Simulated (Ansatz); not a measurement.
NiMoIrPdW:

```xyz
10
Lattice="2.7705 0.0000 0.0000 -1.3852 2.3993 0.0000 0.0000 0.0000 21.8812" Properties=species:S:1:pos:R:3 pbc="T T T"
Ni    0.0000    1.5995    0.9700
Ni    1.3852    0.7998   20.9101
Mo    1.3852    0.7998    7.4987
Mo    1.3852    0.7998   16.6997
Pd    0.0000    1.5995    9.7958
Pd    0.0000    1.5995   14.3810
Ir    0.0000    1.5995    5.2489
Ir    0.0000    1.5995   18.8288
W     1.3852    0.7998    2.9859
W     1.3852    0.7998   12.0872
```

The cell was built by a generator and needn't be a form met in nature.

Base run:

```yaml
Program: Ansatz 0.2.0
Functional: PBE
Potentials_or_basis: Ansatz PAW
Cutoff: 420 eV
Density_cutoff: 1680 eV
k_mesh: 8 × 8 × 1
Occupations: fermi-dirac, width 0.05 eV
Spin: non-collinear spin, ferromagnetic start, spin-orbit coupling
```

Its results: band gap on the k mesh none (metal or under the smearing width); pressure 0.0 GPa; net moment 0.00 μB per cell; largest force 0.169 eV/Å.

Task: The run is repeated on the same cell with these changes: functional from PBE to r2SCAN; cutoff from 420 eV to 500 eV; density cutoff from 1680 eV to 2000 eV. What comes out?

Result: Band gap on the k mesh none (metal or under the smearing width); pressure -5.2 GPa; net moment 0.70 μB per cell; largest force 0.243 eV/Å.

Caveats: the magnetic or orbital state may not be the lowest (some runs); the PAW data sets come from PBE, with cores solved anew for the run's functional, which leaves a small shift of forces and pressure (some runs).

Not every run made on this cell is shown here.
